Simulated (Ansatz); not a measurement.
RbMg6Sn:

```
Sn Rb Mg
1.0
     5.22437    0.00000    0.00000
     0.00000    3.52672    6.09817
     0.00000   -3.52672    6.09817
Sn Rb Mg
1 1 6
Direct
  0.00000 0.85422 0.85422
  0.50000 0.66751 0.66751
  0.50000 0.16138 0.16138
  0.50000 0.67712 0.16031
  0.50000 0.16031 0.67712
  0.00000 0.33244 0.33244
  0.00000 0.85708 0.28994
  0.00000 0.28994 0.85708
```

The cell comes from a database or a generator and needn't be the stable form of this composition.

| Quantity | Value |
| --- | --- |
| Program | Ansatz 0.2.0 |
| Task | single point |
| Functional | PBE |
| Potentials or basis | Ansatz PAW |
| Cutoff | 420 eV (not typed: the program's choice for these potentials) |
| k mesh | 5 × 5 × 5 |
| Occupations | fermi-dirac, width 0.05 eV |
| Spin | no spin polarisation |

On this cell: pressure -0.1 GPa; largest force 0.040 eV/Å; band gap on the k mesh none (metal or under the smearing width).

The same run follows on a disturbed copy (atoms moved at random, drawn with an rms of 0.05 Å):

```
Sn Rb Mg
1.0
     5.22437    0.00000    0.00000
     0.00000    3.52672    6.09817
     0.00000   -3.52672    6.09817
Sn Rb Mg
1 1 6
Direct
  0.01115 0.85571 0.85064
  0.49571 0.67794 0.65988
  0.50260 0.17081 0.15528
  0.50121 0.68013 0.16304
  0.50011 0.17079 0.67050
  0.99447 0.32849 0.33709
  0.00587 0.85321 0.29407
  0.00835 0.29257 0.85345
```

Question: What does the disturbed cell give?

Answer: The energy (extrapolated to zero smearing) moves by +2.8 meV/atom; pressure -0.2 GPa; largest force 0.276 eV/Å; band gap on the k mesh none (metal or under the smearing width).

Forces on the atoms (eV/Å):
```
Sn  -0.189 -0.015  0.095
Rb   0.235 -0.104  0.102
Mg   0.013 -0.023 -0.035
Mg   0.044  0.074 -0.077
Mg   0.058 -0.067  0.014
Mg   0.053  0.035 -0.032
Mg  -0.094  0.118 -0.064
Mg  -0.120 -0.019 -0.003
```

Stress tensor (GPa, compression positive):
```
-0.54  0.01 -0.12
 0.01 -0.01 -0.13
-0.12 -0.13  0.05
```
